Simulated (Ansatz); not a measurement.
# Rb7MnO8: the cost of one run

Method: DFT LDA+U, PAW, plane waves, scalar-relativistic; U − J = 3.6 eV on Mn d, in Ansatz 0.2.0.

### Step 1. The system as given

The structure is triclinic, space group P1 (No. 1). Conventional cell: a = 5.983 Å, b = 7.075 Å, c = 8.402 Å, α = 90.00°, β = 90.00°, γ = 90.00°. Mn (site symmetry 1) is surrounded by 6 O at 2.76 to 2.97 Å. Rb (site symmetry 1) is surrounded by 6 O at 2.84 to 2.93 Å. Around Rb (site symmetry 1) lie 6 O at 2.81 to 2.88 Å. Around Rb (site symmetry 1) lie 6 O at 2.75 to 2.94 Å. O (site symmetry 1) has 1 O at 1.39 Å as nearest neighbours. O (site symmetry 1) has 1 O at 1.56 Å as nearest neighbours. Only part of the 16 independent sites is listed.

Structure file:

```xyz
16
Lattice="8.4020 0.0000 0.0000 0.0000 5.9830 0.0000 0.0000 0.0000 7.0750" Properties=species:S:1:pos:R:3 pbc="T T T"
Mn    8.3880    0.0749    1.8349
Rb    4.2315    5.9687    1.7416
Rb    8.3379    0.0253    5.3155
Rb    4.2288    5.9603    5.2773
O     2.0605    0.6512    3.5628
O     6.2709    0.7883    3.5751
O     2.0934    5.2489    3.6154
O     6.2572    5.2106    3.5786
Rb    2.0816    2.9700    5.3722
Rb    6.3780    2.9871    5.3141
Rb    2.1056    3.0149    1.7365
Rb    6.3063    2.9962    1.8013
O     8.4012    3.7225    7.0709
O     4.1706    3.6579    0.0259
O     8.3367    2.2623    0.0330
O     4.1921    2.2159    7.0360
```

In tables a label like O16 counts atoms in the order of input.yaml; a structure file may count by element.

Planned first: usual moment, plain SCF; no spin polarisation; spin on, no moments given (the program may seed its own), plain SCF. Further starts follow from what these give.

A plain SCF has the search for lower states switched off and ends at the first converged state. Ends within 0.2 meV/atom and 0.1 μB count as one state.

Site moments are integrals over atomic spheres and don't add up to the total.

### Step 2. Usual moment, plain SCF

File input.yaml:

```yaml
crystal:
  lattice:
    - [8.402, 0.0, 0.0]
    - [0.0, 5.983, 0.0]
    - [0.0, 0.0, 7.075]
  atoms:
    - { symbol: Mn, position: [0.99833607, 0.0125265, 0.25934426], spin: 4.5 }
    - { symbol: Rb, position: [0.50362561, 0.99760742, 0.24616657] }
    - { symbol: Rb, position: [0.99236995, 0.00422291, 0.7513017] }
    - { symbol: Rb, position: [0.50330783, 0.99620909, 0.74591115] }
    - { symbol: O, position: [0.24524386, 0.10883938, 0.5035794] }
    - { symbol: O, position: [0.74635638, 0.13174959, 0.50531709] }
    - { symbol: O, position: [0.24914969, 0.877307, 0.51100547] }
    - { symbol: O, position: [0.74472991, 0.87090224, 0.50580792] }
    - { symbol: Rb, position: [0.24774634, 0.49640813, 0.75931563] }
    - { symbol: Rb, position: [0.75910773, 0.49926757, 0.75111184] }
    - { symbol: Rb, position: [0.25061198, 0.50390937, 0.24543974] }
    - { symbol: Rb, position: [0.75057557, 0.50079342, 0.25459451] }
    - { symbol: O, position: [0.999904, 0.62217126, 0.99941353] }
    - { symbol: O, position: [0.49638026, 0.61138005, 0.00365409] }
    - { symbol: O, position: [0.99222713, 0.37812597, 0.00467101] }
    - { symbol: O, position: [0.49894619, 0.37036998, 0.99448568] }
magnetization:
  spin_polarized: true
hamiltonian:
  xc: lda
  pseudopotentials: { kind: paw }
  hubbard: { sites: [{ species: Mn, l: d, u_eff: 3.6 }] }
basis:
  ecutwfc: 420
kpoints:
  mp_grid: { grid: [2, 2, 2] }
scf:
  occupations: { method: fermi_dirac, width: 0.05 }
  lower_state_search: "off"
output:
  forces: true
  stress: true
```

Command:

```bash
> ansatz run input.yaml --threads 4 --pin off --max-ram 9216MiB --backend cpu --events-out ev --progress --plain --runs-dir out
```

Q: Estimate wall time and peak memory on 4 threads of Arm Neoverse V1, shared host.

About 13 s, with a peak of 1.1 GiB.
